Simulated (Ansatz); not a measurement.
# KSi2Sb3: the cost of one run

Computed with Ansatz 0.2.0 (DFT PBE, scalar-relativistic, plane waves, PAW, unless a step's input says otherwise).

## Step 1: Starting point

Symmetry: P6/mmm, No. 191, hexagonal system. Conventional cell: a = 6.353 Å, b = 6.353 Å, c = 10.098 Å, α = 90.00°, β = 90.00°, γ = 120.00°. K (site symmetry 6/mmm) is surrounded by 6 Sb at 3.67 Å. Around Si (site symmetry -6m2) lie 3 Si at 3.67 Å and 3 Sb at 3.67 Å. Sb (site symmetry 6/mmm) has 6 Si at 3.67 Å as nearest neighbours. Around Sb (site symmetry -6m2) lie 3 Sb at 3.67 Å and 3 K at 3.67 Å.

Structure file:

```
CELL_PARAMETERS angstrom
6.35257 0.00000 0.00000
-3.17629 5.50149 0.00000
0.00000 0.00000 10.09783
ATOMIC_POSITIONS crystal
K 0.00000 0.00000 0.00000
Si 0.33333 0.66667 0.50000
Si 0.66667 0.33333 0.50000
Sb 0.00000 0.00000 0.50000
Sb 0.33333 0.66667 0.00000
Sb 0.66667 0.33333 0.00000
```

A structure generator made this guess: random cell by space group and Wyckoff sites (P6/mmm, No. 191). The dimensions are guesses.

## Step 2: A first look at the guess

File input.yaml:

```yaml
crystal:
  lattice:
    - [6.35257245, 0.0, 0.0]
    - [-3.17628623, 5.50148913, 0.0]
    - [0.0, 0.0, 10.09782658]
  atoms:
    - { symbol: K, position: [0.0, 0.0, 0.0] }
    - { symbol: Si, position: [0.33333333, 0.66666667, 0.5] }
    - { symbol: Si, position: [0.66666667, 0.33333333, 0.5] }
    - { symbol: Sb, position: [0.0, 0.0, 0.5] }
    - { symbol: Sb, position: [0.33333333, 0.66666667, 0.0] }
    - { symbol: Sb, position: [0.66666667, 0.33333333, 0.0] }
basis:
  ecutwfc: 420
kpoints:
  mp_grid: { grid: [3, 3, 2] }
hamiltonian:
  xc: pbe
scf:
  occupations: { method: gaussian, width: 0.1 }
  lower_state_search: "off"
output:
  forces: true
  stress: true
  eigenvalues: true
```

Launch:

```
> ansatz run input.yaml --threads 1 --pin off --max-ram 2560MiB --backend cpu --events-out ev --progress --plain --runs-dir out
```

Q: Estimate wall time and peak memory on 1 thread of Intel Xeon at 2.70GHz, shared host.

About 18 s, with a peak of 0.55 GiB.
